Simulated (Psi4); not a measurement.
**SiHF3 (SMILES F[SiH](F)F): HF/STO-3G**

Aim: the energy change on altering one bond length of SiHF3 at HF/STO-3G, from 2 runs. 

The calculation is run with Psi4 1.11.

## 1. The molecule

The species is SiHF3 (5 atoms), meant as a singlet with charge 0. SMILES: `F[SiH](F)F`. The shape is that of a PBE0-D4/def2-TZVP optimisation.

Bond lengths: F1–Si2 1.573 Å, Si2–F3 1.573 Å, Si2–F4 1.573 Å, Si2–H5 1.461 Å. Angles: F1–Si2–F3 108.3°, F1–Si2–F4 108.3°, F3–Si2–F4 108.3°, F1–Si2–H5 110.7°, F3–Si2–H5 110.7°, F4–Si2–H5 110.7°.

## 2. Energy and gradient at HF/STO-3G

Contents of f3hsi.dat:

```
memory 1.6 GB

molecule system {
  0 1
  F     -0.84489655    -0.15533549     2.81814857
  Si     0.07691185     0.00321253    -0.00340151
  F     -1.12835547     2.42149506    -1.24192801
  F     -0.93711519    -2.38729101    -1.44979788
  H      2.83345535     0.11791891    -0.12302117
  units au
  symmetry c1
}

set globals {
  puream true
  e_convergence 1e-09
  d_convergence 1e-08
  scf_type pk
}

E = gradient("hf/STO-3G")
print_variables()
```

Launch:

```console
$ psi4 -n 1 f3hsi.dat f3hsi.out
```

f3hsi.out:

```text
[...]
  Running in c1 symmetry.
[...]
  Nuclear repulsion =  188.407850502799874
[...]
  Multiplicity = 1
[...]
  Nalpha       = 21
  Nbeta        = 21
[...]
    Number of basis functions: 25
[...]
   @RHF iter   1:  -580.24267410088964   -1.66975e+00   1.38390e-02 ADIIS/DIIS
[...]
   @RHF iter   9:  -580.35637883544769   -3.63798e-12   4.97633e-09 DIIS
[...]
    Orbital Energies [Eh]
    ---------------------
    Doubly Occupied:
       1A    -68.108568     2A    -25.846510     3A    -25.846272
       4A    -25.846251     5A     -6.087059     6A     -4.113594
       7A     -4.113592     8A     -4.112073     9A     -1.493432
      10A     -1.455439    11A     -1.455407    12A     -0.677714
      13A     -0.572022    14A     -0.541894    15A     -0.541890
      16A     -0.458885    17A     -0.458869    18A     -0.446439
      19A     -0.430758    20A     -0.430744    21A     -0.400354
[...]
  @RHF Final Energy:  -580.35637883544769
   => Energetics <=
    Nuclear Repulsion Energy =            188.4078505027998744
    One-Electron Energy =               -1190.6529314169922600
    Two-Electron Energy =                 421.8887020787448137
    Total Energy =                       -580.3563788354475719
[...]
 Multipole Moments:
 ------------------------------------------------------------------------------------
     Multipole            Electronic (a.u.)      Nuclear  (a.u.)        Total (a.u.)
 ------------------------------------------------------------------------------------
 L = 1.  Multiply by 2.5417464519 to convert [e a0] to [Debye]
 Dipole X            :         -1.8562980            2.2804039            0.4241059
 Dipole Y            :         -0.0772389            0.0949100            0.0176710
 Dipole Z            :          0.0805066           -0.0990473           -0.0185408
 Magnitude           :                                                    0.4248786
[...]
  -Total Gradient:
     Atom            X                  Y                   Z
    ------   -----------------  -----------------  -----------------
       1        0.007334064690     0.001067255473    -0.017906993368
       2       -0.046562430548    -0.001925694343     0.001925777330
       3        0.009168461794    -0.015314250633     0.007812887025
       4        0.007952970786     0.015255344319     0.009127551737
       5        0.022106933279     0.000917345185    -0.000959222723
[...]
```

Wall time 1.2 s (1 thread of Intel Xeon 6975P-C (Granite Rapids), shared host); peak memory 0.18 GiB.

## 3. The distorted shape: a single-point energy at HF/STO-3G

Contents of f3hsi.xyz:

```xyz
5
F3HSi
F      0.196830     1.435823     2.409794
Si     0.684630     1.519723     0.916694
F      0.046830     2.799423     0.261294
F     -0.495900    -1.263300    -0.767200
H      2.143330     1.580423     0.853394
```

Contents of f3hsi.py:

```python
import psi4

psi4.set_memory('1600 MB')
psi4.set_num_threads(1)
psi4.core.set_output_file('output.dat', False)

with open('f3hsi.xyz') as f:
    atoms = ''.join(f.readlines()[2:])
mol = psi4.geometry('0 1\n' + atoms + 'symmetry c1\nno_reorient\nno_com')

psi4.set_options(dict(basis='STO-3G', puream=True, e_convergence=1e-09, d_convergence=1e-08, scf_type='pk'))

result, w = psi4.energy('hf', molecule=mol, return_wfn=True)
psi4.oeprop(w, 'DIPOLE', 'LOWDIN_CHARGES', 'QUADRUPOLE')
print(f'total energy {result:.8f} hartree = {result * 27.211386:.5f} eV')
for k, v in sorted(psi4.core.scalar_variables().items()):
    print(f'{k:45s} {v:18.10f}')
```

Launch:

```console
$ python f3hsi.py
```

output.dat:

```text
[...]
  Running in c1 symmetry.
[...]
  Nuclear repulsion =  151.166411406034456
[...]
  Multiplicity = 1
[...]
  Nalpha       = 21
  Nbeta        = 21
[...]
    Number of basis functions: 25
[...]
   @RHF iter   1:  -579.68357696219130   -1.55533e+00   1.39561e-02 DIIS/ADIIS
[...]
   @RHF iter  86:  -579.97907674351745    6.82121e-13   2.71572e-10 DIIS
[...]
    Orbital Energies [Eh]
    ---------------------
    Doubly Occupied:
       1A    -68.071624     2A    -25.896891     3A    -25.896727
       4A    -25.717921     5A     -6.060996     6A     -4.085723
       7A     -4.084797     8A     -4.084083     9A     -1.509738
      10A     -1.484716    11A     -1.274293    12A     -0.684890
      13A     -0.568953    14A     -0.540354    15A     -0.529683
      16A     -0.480005    17A     -0.471544    18A     -0.444259
      19A     -0.339367    20A     -0.339356    21A     -0.135118
[...]
  @RHF Final Energy:  -579.97907674351745
   => Energetics <=
    Nuclear Repulsion Energy =            151.1664114060344559
    One-Electron Energy =               -1116.8889005636303864
    Two-Electron Energy =                 385.7434124140784206
    Total Energy =                       -579.9790767435174530
[...]
 Multipole Moments:
 ------------------------------------------------------------------------------------
     Multipole            Electronic (a.u.)      Nuclear  (a.u.)        Total (a.u.)
 ------------------------------------------------------------------------------------
 L = 1.  Multiply by 2.5417464519 to convert [e a0] to [Debye]
 Dipole X            :        -17.1832263           17.8730108            0.6897845
 Dipole Y            :        -92.9467669           93.7380862            0.7913193
 Dipole Z            :        -57.7913974           58.2453314            0.4539340
 Magnitude           :                                                    1.1436979
 L = 2.  Multiply by 1.3450342976 to convert [e a0^2] to [Debye ang]
 Quadrupole XX       :        -65.7312659           49.0578101          -16.6734558
 Quadrupole XY       :        -96.3592883           97.5445780            1.1852897
[...]
```

Standard output:

```text
total energy -579.97907674 hartree = -15782.03453 eV
CURRENT ENERGY                                   -579.9790767435
CURRENT REFERENCE ENERGY                         -579.9790767435
DD SOLVATION ENERGY                                 0.0000000000
HF KINETIC ENERGY                                 574.5381998564
HF POTENTIAL ENERGY                             -1154.5172765999
HF TOTAL ENERGY                                  -579.9790767435
HF VIRIAL RATIO                                     2.0094700002
NUCLEAR REPULSION ENERGY                          151.1664114060
ONE-ELECTRON ENERGY                             -1116.8889005636
PCM POLARIZATION ENERGY                             0.0000000000
PE ENERGY                                           0.0000000000
SCF ITERATION ENERGY                             -579.9790767435
SCF ITERATIONS                                     86.0000000000
SCF TOTAL ENERGY                                 -579.9790767435
TWO-ELECTRON ENERGY                               385.7434124141
```

Run time: 1.4 s. Hardware: 1 thread of Intel Xeon 6975P-C (Granite Rapids), shared host; peak memory 0.18 GiB.

## 4. What came out

Level: HF/STO-3G.

| quantity | value |
| --- | --- |
| first shape: total energy | -580.35638 Eh |
| first shape: dipole moment | 1.08 D |
| first shape: HOMO energy | -10.89 eV |
| first shape: LUMO energy | 12.69 eV |
| first shape: HOMO–LUMO gap | 23.58 eV |
| first shape: largest force on an atom | 2.398 eV/Å |
| distorted shape: total energy | -579.97908 Eh |
| distorted shape: dipole moment | 2.91 D |
| distorted shape: HOMO energy | -3.68 eV |
| distorted shape: LUMO energy | 1.62 eV |
| distorted shape: HOMO–LUMO gap | 5.30 eV |
| energy change with the Si2–F4 bond stretched from 1.573 to 3.460 Å | 10.267 eV |

What this shows: One bond (distorted shape) is far stretched, which a spin-restricted single reference describes badly; a broken-symmetry solution may lie lower. With the Si2–F4 bond stretched from 1.573 to 3.460 Å the energy rises by 10.27 eV (991 kJ/mol). The first shape isn't relaxed at this level, so the change isn't measured from a minimum. A restricted reference can't describe the breaking bond well at this length. The minimal basis adds a large error of its own. The largest force (first shape) is 2.40 eV/Å: the shape isn't a stationary point for this species at this level.
